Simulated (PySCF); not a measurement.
# PPb: from the state search to spectroscopic constants

Aim: find the lowest electronic state of PPb, scan its bond at several levels of theory, and get bond length, wavenumber and dissociation energy from each curve.

The runs use PySCF 2.14.0; P def2-SVP, Pb def2-SVP with ECP60, scalar-relativistic core potentials.

1 further run of the same task is left out (it didn't finish).

**1. The job**

A driver script around PySCF takes these settings:

- atoms: P, Pb
- charge: 0
- basis: P def2-SVP, Pb def2-SVP with ECP60
- Hamiltonian: scalar-relativistic core potentials
- basis functions: 44
- electrons treated: 37
- masses in u: 30.9738, 207.9766
- levels: PBE0, PBE, r²SCAN, TPSS, LDA, BHandHLYP, ωB97X, HF, MP2, SCS-MP2, CCSD, CCSD(T)
- grid: 80 radial by 434 angular points
- occupations: held fixed by the projection of orbital angular momentum
- dissociation limit: P + Pb, each in its ground configuration
- starting distance in angstrom: 2.460
- values of 2S to try: 1, 3, 5

On the command line:

```console
> OMP_NUM_THREADS=1 python dia.py task.json out
```

The runs that follow: PBE0 along the bond; Higher solutions at PBE0; PBE; r²SCAN (meta-GGA); TPSS (meta-GGA); LDA (local density); BHandHLYP; ωB97X; UHF (mean field); Adding correlation.

**Question.** What will these runs give? Wanted: for each run, Re; ωe; De; μ.

The runs gave:

Lowest PBE0 solution found, without spin–orbit coupling: ²Π (doublet), unpaired electrons π ↑. State 3 has its PBE0 minimum 2.30 eV higher. The other levels ran on the lowest alone.

| level | Re (Å) | ωe (cm⁻¹) | De (eV) | μ (D) |
| --- | --- | --- | --- | --- |
| LDA | 2.433 | 371 | 3.53 | 2.04 |
| PBE | 2.466 | 356 | 2.85 | 2.45 |
| TPSS | 2.461 | 358 | 2.73 | 2.71 |
| r²SCAN | 2.447 | 357 | 2.46 | 2.68 |
| PBE0 | 2.432 | 367 | 2.45 | 2.70 |
| BHandHLYP | 2.434 | 337 | 2.12 | 2.61 |

De is counted to P + Pb in their ground configurations. A positive dipole means P(−)Pb(+). No constants: UHF (the points don't follow one smooth fit); UHF-MP2 (the points don't follow one smooth fit); UHF-SCS-MP2 (the points don't follow one smooth fit); UHF-CCSD (the points don't follow one smooth fit); UHF-CCSD(T) (the points don't follow one smooth fit); ωB97X (the points don't follow one smooth fit). ⟨S²⟩ is off the pure value of 0.75 by over a tenth at BHandHLYP 0.87.

What this shows: Bond lengths run from 2.432 Å (PBE0) to 2.466 Å (PBE). Of the levels with a De here, BHandHLYP gives the least (2.12 eV) and LDA the most (3.53 eV).

Correlated steps freeze 9 core orbitals. These are scalar-relativistic numbers at best; spin–orbit coupling would shift them, the dissociation energy most. T1 is 0.034 near the minimum (highest on the curve 0.076), which may point to more than one leading configuration. With spin–orbit coupling the term label itself may not hold.
